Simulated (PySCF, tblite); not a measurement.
**C5H10GeO: geometry, infrared bands and NMR shifts**

Aim: predict the infrared bands and NMR shifts of C5H10GeO (`CO[C@@H]1C=C[CH2][GeH2]1`).

Computed with tblite 0.8.0 and PySCF 2.14.0, with density-fitted response routines of our own, on a single molecule in the gas phase. Atoms count from 0, in the outputs and in this text.

## Step 1: The molecule as given

17 atoms, charge 0, multiplicity 1; geometry from: force field or distance geometry start.

Bonds of the start (Å): C0–O1 1.40, O1–C2 1.38, C2–C3 1.49, C3–C4 1.28, C4–C5 1.46, C5–Ge6 1.95, Ge6–C2 1.98, C0–H7 1.08, C0–H8 1.12, C0–H9 1.11, C2–H10 1.10, C3–H11 1.13, C4–H12 1.14, C5–H13 1.10, C5–H14 1.12, Ge6–H15 1.55, Ge6–H16 1.53.

## Step 2: Optimising the geometry with GFN2-xTB

What the job is given:

```
{"job": {"kind": "relax", "xc": "GFN2-xTB", "basis": "xTB"}, "charge": 0, "multiplicity": 1}
C      2.635700    -0.126600    -0.005900
O      1.342200     0.372600    -0.225000
C      0.367400    -0.596300    -0.107100
C     -0.657600    -0.567800    -1.183100
C     -1.694200     0.173900    -1.068200
C     -1.904500     1.037100     0.092800
Ge    -0.802400     0.040100     1.357700
H      2.952900    -0.903700    -0.692100
H      2.685500    -0.465300     1.065100
H      3.330400     0.732200    -0.052100
H      0.741700    -1.601800     0.122600
H     -0.504800    -1.241300    -2.076900
H     -2.481700     0.190700    -1.885900
H     -2.949600     1.099400     0.420500
H     -1.467300     2.038600    -0.131200
H     -0.032100     0.942800     2.349800
H     -1.568600    -1.112600     2.009100
```

Launch:

```console
> OMP_NUM_THREADS=1 python probes_run.py task.json out
```

One launch serves the whole session: the jobs run in the order shown.

The log of the run:

```text
step      E/eV     max force
  0    -590.93052    4.301
  1    -591.16544    3.237
  2    -591.29365    0.527
  3    -591.32850    0.484
  4    -591.36128    0.600
  5    -591.37981    0.354
  6    -591.39245    0.267
  7    -591.40329    0.248
  8    -591.41323    0.286
  9    -591.42048    0.201
 10    -591.42510    0.162
 11    -591.42860    0.139
 12    -591.43151    0.144
 13    -591.43411    0.159
 14    -591.43629    0.110
 15    -591.43788    0.087
 16    -591.43914    0.092
 17    -591.44024    0.110
 18    -591.44119    0.081
 19    -591.44209    0.077
 20    -591.44301    0.076
 21    -591.44404    0.095
 22    -591.44521    0.103
 23    -591.44656    0.102
 24    -591.44813    0.103
 25    -591.44980    0.093
 26    -591.45133    0.096
 27    -591.45261    0.072
 28    -591.45373    0.094
 29    -591.45483    0.079
 30    -591.45596    0.079
 31    -591.45705    0.077
 32    -591.45808    0.087
 33    -591.45915    0.095
 34    -591.46047    0.092
 35    -591.46224    0.120
 36    -591.46441    0.130
 37    -591.46654    0.132
 38    -591.46830    0.126
 39    -591.46996    0.097
 40    -591.47202    0.133
 41    -591.47446    0.140
 42    -591.47680    0.100
 43    -591.47860    0.145
 44    -591.48006    0.137
 45    -591.48223    0.135
 46    -591.48697    0.128
 47    -591.49077    0.159
 48    -591.49686    0.199
 49    -591.50103    0.181
 50    -591.50354    0.177
 51    -591.50730    0.111
 52    -591.51089    0.135
 53    -591.51296    0.121
 54    -591.51439    0.078
 55    -591.51540    0.077
 56    -591.51642    0.088
 57    -591.51737    0.072
 58    -591.51819    0.056
 59    -591.51884    0.060
 60    -591.51942    0.073
 61    -591.52002    0.071
 62    -591.52060    0.051
 63    -591.52110    0.051
 64    -591.52148    0.055
 65    -591.52179    0.043
 66    -591.52209    0.037
 67    -591.52238    0.035
 68    -591.52263    0.040
 69    -591.52285    0.043
 70    -591.52306    0.034
 71    -591.52329    0.034
 72    -591.52354    0.040
 73    -591.52380    0.058
 74    -591.52415    0.066
 75    -591.52463    0.056
 76    -591.52521    0.063
 77    -591.52574    0.053
 78    -591.52619    0.050
 79    -591.52668    0.054
 80    -591.52736    0.088
 81    -591.52829    0.106
 82    -591.52930    0.083
 83    -591.53022    0.072
 84    -591.53081    0.104
 85    -591.53169    0.101
 86    -591.53259    0.088
 87    -591.53428    0.091
 88    -591.53501    0.109
 89    -591.53638    0.093
 90    -591.53770    0.095
 91    -591.53855    0.111
 92    -591.53958    0.066
 93    -591.54014    0.053
 94    -591.54061    0.051
 95    -591.54117    0.039
 96    -591.54164    0.049
 97    -591.54196    0.040
 98    -591.54221    0.041
 99    -591.54252    0.062
100    -591.54303    0.076
101    -591.54364    0.077
102    -591.54430    0.080
103    -591.54499    0.056
104    -591.54555    0.056
105    -591.54600    0.076
106    -591.54637    0.035
107    -591.54657    0.033
108    -591.54670    0.029
109    -591.54683    0.043
110    -591.54702    0.039
111    -591.54735    0.043
112    -591.54767    0.049
113    -591.54797    0.032
114    -591.54818    0.031
115    -591.54833    0.029
116    -591.54845    0.025
117    -591.54858    0.026
118    -591.54871    0.023
119    -591.54882    0.025
120    -591.54892    0.024
121    -591.54902    0.021
122    -591.54912    0.018
123    -591.54919    0.020
124    -591.54927    0.022
125    -591.54934    0.024
126    -591.54941    0.016
127    -591.54947    0.015
128    -591.54953    0.016
129    -591.54957    0.016
130    -591.54962    0.016
131    -591.54966    0.015
132    -591.54969    0.013
133    -591.54970    0.010
134    -591.54971    0.009
```

Wall time 2.8 s (1 thread of Intel Xeon at 2.50GHz, shared host); peak memory 0.18 GiB.

Along the way: (not every step is listed)

```csv
step,energy from step 0 (eV),largest force (eV/Å)
0,0.0000,4.3009
1,-0.2349,3.2369
2,-0.3631,0.5271
3,-0.3980,0.4843
4,-0.4308,0.5996
5,-0.4493,0.3539
6,-0.4619,0.2667
7,-0.4728,0.2482
8,-0.4827,0.2858
20,-0.5125,0.0764
32,-0.5276,0.0866
44,-0.5495,0.1370
56,-0.5859,0.0882
68,-0.5921,0.0402
80,-0.5968,0.0878
92,-0.6091,0.0661
104,-0.6150,0.0561
116,-0.6179,0.0248
128,-0.6190,0.0156
129,-0.6191,0.0159
130,-0.6191,0.0161
131,-0.6191,0.0152
132,-0.6192,0.0132
133,-0.6192,0.0100
134,-0.6192,0.0094
```

Distances of close pairs at the start and the end, largest changes first:

```csv
bond,before (Å),after (Å),change (Å)
C4–H12,1.135,1.081,-0.054
C3–H11,1.130,1.079,-0.050
C3–C4,1.280,1.323,+0.043
Ge6–H15,1.547,1.506,-0.041
C2–Ge6,1.980,2.019,+0.040
C4–C5,1.462,1.500,+0.038
C5–Ge6,1.952,1.984,+0.032
O1–C2,1.379,1.411,+0.032
```

The final coordinates are the input of the step that follows.

## Step 3: Infrared spectrum with GFN2-xTB

What the job is given:

```
{"job": {"kind": "ir", "xc": "GFN2-xTB", "basis": "xTB"}, "charge": 0, "multiplicity": 1}
C      2.630641    -0.425249     0.246786
O      1.660909    -0.024478    -0.673231
C      0.376049    -0.506794    -0.343838
C     -0.583566    -0.175487    -1.447715
C     -1.762579     0.359773    -1.176840
C     -2.169647     0.646051     0.237686
Ge    -0.492819     0.362100     1.258755
H      2.729607    -1.518456     0.273519
H      2.375899    -0.076154     1.261169
H      3.572611     0.019778    -0.067183
H      0.422427    -1.603661    -0.223932
H     -0.256273    -0.382256    -2.455045
H     -2.466240     0.597498    -1.962731
H     -2.947689    -0.053550     0.550156
H     -2.594985     1.646900     0.319142
H      0.159626     1.644347     1.702597
H     -0.660970    -0.498331     2.490795
```

The log of the run:

```text
mode    cm-1     km/mol
  1      50.2      0.53
  2     116.1      2.71
  3     167.0      1.87
  4     209.6      0.16
  5     264.7      7.03
  6     294.7      5.69
  7     384.4     11.80
  8     422.7     19.86
  9     477.5      6.11
 10     512.8      5.68
 11     564.4     24.78
 12     581.7    219.49
 13     612.3     28.87
 14     723.9     44.11
 15     765.7     27.74
 16     793.6     36.77
 17     822.7    195.13
 18     902.2      0.64
 19     974.9      4.36
 20    1000.7     29.66
 21    1034.3     16.52
 22    1088.5      7.43
 23    1113.0     51.31
 24    1128.3     33.59
 25    1138.0      6.01
 26    1160.6     17.81
 27    1186.1     21.76
 28    1212.5      1.40
 29    1281.8     23.80
 30    1316.6      0.82
 31    1406.7      0.34
 32    1440.7      4.84
 33    1462.7      5.87
 34    1484.5      2.45
 35    1705.6     20.28
 36    1896.1    306.44
 37    1988.6    525.24
 38    2769.1     80.36
 39    2832.0     69.40
 40    2897.0     54.79
 41    2940.5     34.38
 42    2971.1     29.07
 43    3027.1     21.24
 44    3056.9     44.91
 45    3088.2     53.21
```

Wall time 1.6 s (1 thread of Intel Xeon at 2.50GHz, shared host); peak memory 0.18 GiB.

Which atoms move in the most intense modes:

```csv
cm⁻¹,km/mol,atoms
582,219.5,"H15 57 %, H16 31 %"
823,195.1,"H15 47 %, H16 42 %"
1896,306.4,"H16 74 %, H15 25 %"
1989,525.2,"H15 74 %, H16 25 %"
2769,80.4,H10 93 %
2832,69.4,H8 89 %
2897,54.8,H7 90 %
3088,53.2,H11 87 %
```

## Step 4: Shielding tensors: PBE0/pcSseg-1

Same as in step 3 but for these lines:

```diff
@@ -1,2 +1,2 @@
-{"job": {"kind": "ir", "xc": "GFN2-xTB", "basis": "xTB"}, "charge": 0, "multiplicity": 1}
+{"job": {"kind": "nmr", "xc": "PBE0", "basis": "pcSseg-1"}, "charge": 0, "multiplicity": 1}
 C      2.630641    -0.425249     0.246786
```

Method: GIAO PBE0/pcSseg-1 NMR shielding, non-relativistic, gas phase.

The log of the run:

```text
coarse grid: 63216 points
cycle   1  E = -2347.7868883485  dE =  2.065e-01  |g| = 1.011e+00  |ddm| = 3.784e+00
cycle   2  E = -2347.6837249317  dE =  1.032e-01  |g| = 1.212e+00  |ddm| = 1.501e+00
cycle   3  E = -2347.8890868028  dE = -2.054e-01  |g| = 1.917e-01  |ddm| = 1.083e+00
cycle   4  E = -2347.8951385018  dE = -6.052e-03  |g| = 6.654e-02  |ddm| = 1.743e-01
cycle   5  E = -2347.8957482697  dE = -6.098e-04  |g| = 1.304e-02  |ddm| = 5.496e-02
cycle   6  E = -2347.8957832045  dE = -3.493e-05  |g| = 6.391e-03  |ddm| = 1.656e-02
cycle   7  E = -2347.8957929407  dE = -9.736e-06  |g| = 1.167e-03  |ddm| = 5.856e-03
final grid: 134008 points
cycle   8  E = -2347.8958071564  dE =  3.388e-07  |g| = 1.767e-03  |ddm| = 3.593e-03
cycle   9  E = -2347.8958057861  dE =  1.370e-06  |g| = 2.954e-03  |ddm| = 4.054e-03
cycle  10  E = -2347.8958079231  dE = -2.137e-06  |g| = 2.560e-04  |ddm| = 2.554e-03
cycle  11  E = -2347.8958079403  dE = -1.722e-08  |g| = 4.638e-05  |ddm| = 2.635e-04
cycle  12  E = -2347.8958079407  dE = -3.529e-10  |g| = 5.130e-06  |ddm| = 4.307e-05
converged SCF energy = -2347.8958079407

GIAO shielding tensors (ppm)
atom      isotropic    diamagn.    paramagn.     s11        s22        s33       span
  0 C      124.462     244.964    -120.502     94.575     97.829    180.983     86.408
  1 O      298.413     397.247     -98.834    272.012    285.075    338.151     66.139
  2 C       98.899     248.676    -149.777     56.193     93.205    147.298     91.105
  3 C       44.038     253.494    -209.456    -61.074     61.661    131.528    192.602
  4 C       47.944     255.029    -207.085    -57.900     54.861    146.870    204.771
  5 C      169.115     252.398     -83.283    152.862    160.895    193.587     40.725
  6 Ge    1467.031    2755.384   -1288.353   1359.026   1463.287   1578.781    219.755
  7 H       28.404      28.923      -0.519     24.524     26.049     34.641     10.117
  8 H       28.593      30.085      -1.492     24.473     28.202     33.103      8.630
  9 H       27.805      28.172      -0.367     23.684     25.182     34.549     10.865
 10 H       26.994      31.944      -4.950     23.317     27.090     30.576      7.259
 11 H       25.337      31.210      -5.874     22.838     26.234     26.937      4.100
 12 H       25.497      30.138      -4.641     22.615     26.727     27.148      4.533
 13 H       29.852      29.789       0.063     24.789     27.041     37.728     12.939
 14 H       29.751      29.741       0.010     24.530     27.135     37.587     13.057
 15 H       27.535      29.562      -2.027     20.791     22.920     38.895     18.103
 16 H       27.181      29.536      -2.355     20.592     22.003     38.948     18.355
```

It took 1.9 min on 1 thread of Intel Xeon at 2.50GHz, shared host; peak memory 0.79 GiB.

Shifts follow as δ = σ(reference) − σ, with reference shieldings (ppm) from runs at the same level and on the same kind of geometry: 1H TMS 31.72, 13C TMS 186.9, 17O H2O 336.1, 73Ge GeMe4 1331. The references are single molecules in the gas phase, so shifts against H2O, NH3, PH3, H3PO4 or CFCl3 are not on the usual liquid scales and can be off by tens of ppm. Atoms listed in one row are averaged.

```csv
atoms,environment,σ (ppm),δ (ppm)
C3,alkene CH,44.0,142.9
C4,alkene CH,47.9,139.0
C2,allylic sp3 CH bonded to Ge and O,98.9,88.0
C0,methyl carbon bonded to O,124.5,62.5
C5,allylic sp3 CH2 bonded to Ge,169.1,17.8
H11,hydrogen on an alkene CH,25.34,6.38
H12,hydrogen on an alkene CH,25.50,6.22
H10,hydrogen on an allylic sp3 CH bonded to Ge and O,26.99,4.72
H16,"hydrogen on a germanium bonded to 2 C, in a 5-membered ring",27.18,4.54
H15,"hydrogen on a germanium bonded to 2 C, in a 5-membered ring",27.54,4.18
"H7, H8, H9",hydrogen on a methyl carbon bonded to O,28.27,3.45
H14,hydrogen on an allylic sp3 CH2 bonded to Ge,29.75,1.97
H13,hydrogen on an allylic sp3 CH2 bonded to Ge,29.85,1.86
O1,ether oxygen,298.4,37.7
Ge6,"germanium bonded to 2 C, 2 H, in a 5-membered ring",1467,-136
```

Charges from the same density, by scheme (e):

```csv
atoms,Mulliken,IAO,Hirshfeld,ESP fit
C0,-0.02,-0.19,-0.04,-0.18
O1,-0.49,-0.38,-0.15,-0.35
C2,-0.18,-0.13,-0.03,0.39
C3,-0.07,-0.17,-0.06,-0.46
C4,-0.15,-0.14,-0.05,-0.02
C5,-0.43,-0.51,-0.15,-0.23
Ge6,0.43,0.57,0.32,0.20
```

Mayer bond orders: C0–O1 0.94, O1–C2 0.87, C2–C3 0.98, C3–C4 1.91, C4–C5 1.01, C5–Ge6 0.95, Ge6–C2 0.86.

Ring of atoms C2, C3, C4, C5, Ge6: NICS(0) -2.6, NICS(1) -3.4, NICS(1)zz -1.4 ppm (means of both faces).

## Step 5: What came out

| quantity | value |
| --- | --- |
| strongest single infrared mode (GFN2-xTB) | 1989 cm⁻¹, 525 km/mol |
| zero-point energy (GFN2-xTB) | 81.9 kcal/mol |
| 13C shifts against TMS (PBE0/pcSseg-1) | 142.9, 139.0, 88.0, 62.5, 17.8 ppm |
| 1H shifts against TMS (PBE0/pcSseg-1, means over atoms taken as alike) | 6.38, 6.22, 4.72, 4.54, 4.18, 3.45, 1.97, 1.86 ppm |
| 17O shifts against H2O (PBE0/pcSseg-1) | 37.7 ppm |
| 73Ge shifts against GeMe4 (PBE0/pcSseg-1) | -136 ppm |

What this shows: Over 134 steps the energy fell by 0.619 eV; of the close pairs, C4–H12 changed most, 1.135 to 1.081 Å. No mode is imaginary among the 45: a minimum at this level. The strongest single mode, at 1989 cm⁻¹, moves mainly H15. Unscaled tight-binding wavenumbers are off by several per cent, some by more. Its intensities can rank the bands wrongly. At PBE0/pcSseg-1: The widest tensor belongs to Ge6: span 220 ppm, with a paramagnetic part of -1288 ppm. Spin-orbit coupling is left out, which matters for shieldings and couplings at and beside the heavy atoms.
